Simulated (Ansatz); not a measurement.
NiMoIrPdW:

```
Ni Mo Pd Ir W
1.0
     2.77046    0.00000    0.00000
    -1.38523    2.39928    0.00000
     0.00000    0.00000   21.88122
Ni Mo Pd Ir W
2 2 2 2 2
Direct
  0.33333 0.66667 0.04433
  0.66667 0.33333 0.95562
  0.66667 0.33333 0.34270
  0.66667 0.33333 0.76320
  0.33333 0.66667 0.44768
  0.33333 0.66667 0.65723
  0.33333 0.66667 0.23988
  0.33333 0.66667 0.86050
  0.66667 0.33333 0.13646
  0.66667 0.33333 0.55240
```

The cell was built by a generator and needn't be a form met in nature.

```yaml
Program: Ansatz 0.2.0
Task: relaxation of cell and atoms
Functional: r2SCAN
Potentials_or_basis: Ansatz PAW
Cutoff: "500 eV (not typed: the program's choice for these potentials)"
k_mesh: 8 × 8 × 1
Occupations: fermi-dirac, width 0.05 eV
Spin: collinear spin, ferromagnetic start
Starting_moments: "[1.0, 1.0, 1.0, 1.0, 0.0, 0.0, 0.6, 0.6, 0.0, 0.0] μB"
```

At the start: volume 14.54 Å³/atom.

Q: Where does the relaxation end?

A: It ends after 6 steps and the volume is 14.24 Å³/atom (-2.1 %); space group P3m1 (No. 156, to 0.05 Å); moment 0.66 μB per cell.

Step by step:
| step | energy change (eV) | largest force (eV/Å) | volume (Å³) |
| --- | --- | --- | --- |
| 1 | 0.0000 | 0.2286 | 145.45 |
| 2 | -0.0607 | 0.1437 | 142.78 |
| 3 | -0.0630 | 0.0693 | 142.64 |
| 4 | -0.0643 | 0.0157 | 142.41 |
| 5 | -0.0644 | 0.0015 | 142.40 |
| 6 | -0.0616 | 0.0016 | 142.40 |

Final structure:
```cif
data_structure
_symmetry_space_group_name_H-M 'P 1'
_symmetry_Int_Tables_number 1
_cell_length_a 2.7463
_cell_length_b 2.7463
_cell_length_c 21.8007
_cell_angle_alpha 90.000
_cell_angle_beta 90.000
_cell_angle_gamma 120.000
_cell_volume 142.40
loop_
_atom_site_label
_atom_site_type_symbol
_atom_site_fract_x
_atom_site_fract_y
_atom_site_fract_z
_atom_site_occupancy
Ni1 Ni 0.33333 0.66667 0.04370 1
Ni2 Ni 0.66667 0.33333 0.95651 1
Mo1 Mo 0.66667 0.33333 0.34176 1
Mo2 Mo 0.66667 0.33333 0.76372 1
Pd1 Pd 0.33333 0.66667 0.44730 1
Pd2 Pd 0.33333 0.66667 0.65732 1
Ir1 Ir 0.33333 0.66667 0.23909 1
Ir2 Ir 0.33333 0.66667 0.86182 1
W1 W 0.66667 0.33333 0.13634 1
W2 W 0.66667 0.33333 0.55244 1
```

Caveat: the magnetic or orbital state may not be the lowest; the plane-wave basis is chosen anew once the cell has moved, so the energies of steps on either side of that aren't comparable; the PAW data sets come from PBE, with cores solved anew for the run's functional, which leaves a small shift of forces and pressure.
